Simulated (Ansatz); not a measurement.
# CH2BFO (SMILES OB=CF): one structure at several levels

An exercise on one series of results from a longer session: the logs are not shown, and one member is left open.

Method: single points in def2-TZVPP; program: Ansatz 0.2.0, Gaussian basis.

Correlated methods freeze the cores.

## The system as given

SMILES `OB=CF`, 6 atoms, charge 0, spin multiplicity 1.

Atoms are counted from 1 here; the program's logs count them from 0.

Bond lengths: O1–B2 1.401 Å, O1–H5 0.809 Å, B2–C3 1.282 Å, C3–F4 1.436 Å, C3–H6 1.172 Å. Angles: B2–O1–H5 115.0°, O1–B2–C3 173.9°, B2–C3–F4 127.3°, B2–C3–H6 124.1°, F4–C3–H6 105.6°.

As a file:

```mol
CH2BFO
  3D, bonds by distance, orders not assigned

  6  5  0  0  0  0  0  0  0  0999 V2000
   -0.6945    1.1729   -1.1454 O   0  0
   -0.2315    0.2421   -0.2061 B   0  0
    0.3140   -0.5515    0.6400 C   0  0
    0.0216   -1.9423    0.8431 F   0  0
   -0.3130    1.1575   -1.8589 H   0  0
    0.8599   -0.1990    1.6148 H   0  0
  1  2  8  0
  1  5  8  0
  2  3  8  0
  3  4  8  0
  3  6  8  0
M  END
```

Set-up of the first run:

Contents of run/in.yaml:

```yaml
crystal:
  periodic: [false, false, false]
  atoms:
    - {symbol: O, position_ang: [-0.694500, 1.172900, -1.145400]}
    - {symbol: B, position_ang: [-0.231500, 0.242100, -0.206100]}
    - {symbol: C, position_ang: [0.314000, -0.551500, 0.640000]}
    - {symbol: F, position_ang: [0.021600, -1.942300, 0.843100]}
    - {symbol: H, position_ang: [-0.313000, 1.157500, -1.858900]}
    - {symbol: H, position_ang: [0.859900, -0.199000, 1.614800]}
basis:
  gaussian: {orbitals: def2-TZVPP}
correlation: {method: ccsd_t}
output: {forces: true}
```

No record of the launch command was kept for these runs.

Steps of the session up to this table: CCSD(T)/def2-TZVPP; PBE0-D4/def2-TZVPP; wB97M-V/def2-TZVPP; r2SCAN-D4/def2-TZVPP; PBE-D4/def2-TZVPP; r2SCANh-D4/def2-TZVPP; LC-wPBE/def2-TZVPP.

One of the session's tables, all rows but one given; the rest of the session is left out.

| method | RMS force component (eV/Å) | angle to CCSD(T) forces (°) | dipole (D) |
| --- | --- | --- | --- |
| CCSD(T) | 6.119 | reference | 2.65 |
| PBE0-D4 | 6.076 | 1.7 | 2.64 |
| wB97M-V | ? | ? | ? |
| r2SCAN-D4 | 6.022 | 1.6 | 2.64 |
| PBE-D4 | 6.090 | 2.7 | 2.58 |
| r2SCANh-D4 | 6.023 | 1.6 | 2.65 |
| LC-wPBE | 6.077 | 2.3 | 2.71 |

Estimate the missing values for wB97M-V.

**Answer.** RMS force component (eV/Å): 6.010; angle to CCSD(T) forces (°): 1.7; dipole (D): 2.68. In the column «RMS force component (eV/Å)» it is the lowest.

Caveats from the session: The reference is not at the basis limit: in triple zeta CCSD(T) underbinds, which counts against methods that bind more; the gaps are no ranking.
